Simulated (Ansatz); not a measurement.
## NbTe under changes of volume

One of the cells (21.934 Å³/atom); the others are scaled copies at fixed shape and fractional positions:

```
Te Nb
1.0
     3.70297    0.00000    0.00000
    -1.85149    3.20687    0.00000
     0.00000    0.00000    3.69421
Te Nb
1 1
Direct
  0.66667 0.33333 0.00000
  0.00000 0.00000 0.50000
```

The cell comes from a database or a generator and needn't be the stable form of this composition.

```yaml
Program: Ansatz 0.2.0
Functional: PBE
Potentials_or_basis: Ansatz PAW earlier set
Cutoff: "708 eV (not typed: the program's choice for these potentials)"
k_mesh: 8 × 8 × 7
Occupations: fermi-dirac, width 0.05 eV
Spin: no spin polarisation
```

```tsv
volume (Å³/atom)	energy over the lowest point (meV/atom)	pressure (GPa)
20.618	27.64	7.9
21.057	10.54	4.7
21.496	1.62	1.9
21.934	0.00	-0.6
22.373	?	?
22.812	15.60	-4.9
23.250	31.50	-6.6
```

Problem. What does the run at 22.373 Å³/atom give?

Solution. Energy over the lowest point 4.90 meV/atom; pressure -2.9 GPa.

Worked out: A Birch-Murnaghan fit of order 3 (a polynomial in V^(-2/3)) to the other rows has its minimum at 21.82 Å³/atom with B0 = V·E''(V) = 122 GPa and B' = 4.6 at fixed shape and positions, which overstates the stiffness. It gives 4.88 meV/atom at 22.373 Å³/atom, against the run's 4.90, and -dE/dV = -2.9 GPa, against -2.9.

Energies are extrapolated to zero smearing.
